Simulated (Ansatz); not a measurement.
# BAsH₄O (SMILES BO[AsH2]): one structure at several levels

How do the functionals fare away from a minimum? The structure is a structure displaced at random from a GFN2-xTB minimum.

Method: single points in def2-TZVPP; program: Ansatz 0.2.0, Gaussian basis.

Correlated methods freeze the cores. Filled d shells of the heavier atoms are correlated.

### Step 1. Starting geometry

SMILES `BO[AsH2]`, 7 atoms, charge 0, spin multiplicity 1.

Atoms are counted from 1 here; the program's logs count them from 0.

Bond lengths: B1–O2 1.414 Å, B1–H4 1.174 Å, B1–H5 1.277 Å, O2–As3 1.836 Å, As3–H6 1.506 Å, As3–H7 1.545 Å. Angles: O2–B1–H4 123.2°, O2–B1–H5 121.7°, H4–B1–H5 111.3°, B1–O2–As3 123.5°, O2–As3–H6 97.9°, O2–As3–H7 81.1°, H6–As3–H7 84.0°.

As a file:

```mol
AsBH4O
  3D, bonds by distance, orders not assigned

  7  6  0  0  0  0  0  0  0  0999 V2000
   -1.2564   -0.0054   -0.4966 B   0  0
   -0.0781   -0.7397   -0.2307 O   0  0
    1.0837   -0.3342    1.1321 As  0  0
   -2.0152   -0.2935   -1.3447 H   0  0
   -1.3680    1.2251   -0.1735 H   0  0
    1.5508    1.0012    0.6156 H   0  0
    2.0980   -0.8996    0.1128 H   0  0
  1  2  8  0
  1  4  8  0
  1  5  8  0
  2  3  8  0
  3  6  8  0
  3  7  8  0
M  END
```

### Step 2. CCSD(T)/def2-TZVPP

The input, run/in.yaml:

```yaml
crystal:
  periodic: [false, false, false]
  atoms:
    - {symbol: B, position_ang: [-1.256400, -0.005400, -0.496600]}
    - {symbol: O, position_ang: [-0.078100, -0.739700, -0.230700]}
    - {symbol: As, position_ang: [1.083700, -0.334200, 1.132100]}
    - {symbol: H, position_ang: [-2.015200, -0.293500, -1.344700]}
    - {symbol: H, position_ang: [-1.368000, 1.225100, -0.173500]}
    - {symbol: H, position_ang: [1.550800, 1.001200, 0.615600]}
    - {symbol: H, position_ang: [2.098000, -0.899600, 0.112800]}
basis:
  gaussian: {orbitals: def2-TZVPP}
correlation: {method: ccsd_t}
output: {forces: true}
```

No record of the launch command was kept for these runs.

### Step 3. PBE0-D4/def2-TZVPP

run/in.yaml, as its differences from that of step 2:

```diff
@@ -12,3 +12,3 @@
   gaussian: {orbitals: def2-TZVPP}
-correlation: {method: ccsd_t}
-output: {forces: true}
+hamiltonian: {xc: pbe0, dispersion: d4}
+output: {forces: true, orbitals: {seedname: orbitals}}
```

### Step 4. wB97M-V/def2-TZVPP

run/in.yaml, as its differences from that of step 3:

```diff
@@ -12,3 +12,3 @@
   gaussian: {orbitals: def2-TZVPP}
-hamiltonian: {xc: pbe0, dispersion: d4}
-output: {forces: true, orbitals: {seedname: orbitals}}
+hamiltonian: {xc: {name: wB97M-V}}
+output: {forces: true}
```

### Step 5. r2SCAN-D4/def2-TZVPP

run/in.yaml, as its differences from that of step 4:

```diff
@@ -12,3 +12,3 @@
   gaussian: {orbitals: def2-TZVPP}
-hamiltonian: {xc: {name: wB97M-V}}
+hamiltonian: {xc: r2scan, dispersion: d4}
 output: {forces: true}
```

### Step 6. PBE-D4/def2-TZVPP

run/in.yaml, as its differences from that of step 5:

```diff
@@ -12,3 +12,3 @@
   gaussian: {orbitals: def2-TZVPP}
-hamiltonian: {xc: r2scan, dispersion: d4}
+hamiltonian: {xc: pbe, dispersion: d4}
 output: {forces: true}
```

### Step 7. revPBE-D4/def2-TZVPP

run/in.yaml, as its differences from that of step 6:

```diff
@@ -12,3 +12,3 @@
   gaussian: {orbitals: def2-TZVPP}
-hamiltonian: {xc: pbe, dispersion: d4}
+hamiltonian: {xc: {name: revPBE}, dispersion: d4}
 output: {forces: true}
```

### Step 8. BHLYP-D4/def2-TZVPP

run/in.yaml, as its differences from that of step 7:

```diff
@@ -12,3 +12,3 @@
   gaussian: {orbitals: def2-TZVPP}
-hamiltonian: {xc: {name: revPBE}, dispersion: d4}
+hamiltonian: {xc: {name: BHLYP}, dispersion: d4}
 output: {forces: true}
```

(Steps that only read results are left out.)

Before running it: what results should come out? Wanted: energy less free atoms, CCSD(T)/def2-TZVPP; RMS force component; RMS force error; HOMO and LUMO, PBE0-D4; T1 diagnostic.

The runs gave:

| quantity | value |
| --- | --- |
| energy less free atoms, CCSD(T)/def2-TZVPP | -21.985 eV |
| RMS force component | 1.044 to 1.273 eV/Å over the methods |
| RMS force error | PBE0-D4 0.134, wB97M-V 0.090, r2SCAN-D4 0.092, PBE-D4 0.260, revPBE-D4 0.288, BHLYP-D4 0.255 eV/Å |
| HOMO and LUMO, PBE0-D4 | -8.07 and -1.16 eV |
| T1 diagnostic | 0.015 |

What this shows: Against CCSD(T) the functionals' energies less atoms differ by -1.038 to +0.009 eV, PBE-D4 by -1.038 eV. A larger basis would deepen the CCSD(T) value, while the functionals are nearly converged already, so the order here is not reliable. On forces the order runs from wB97M-V to revPBE-D4. Frozen-core CCSD(T) forces in triple zeta carry basis errors of their own, and this is one geometry, so small gaps rank nothing.
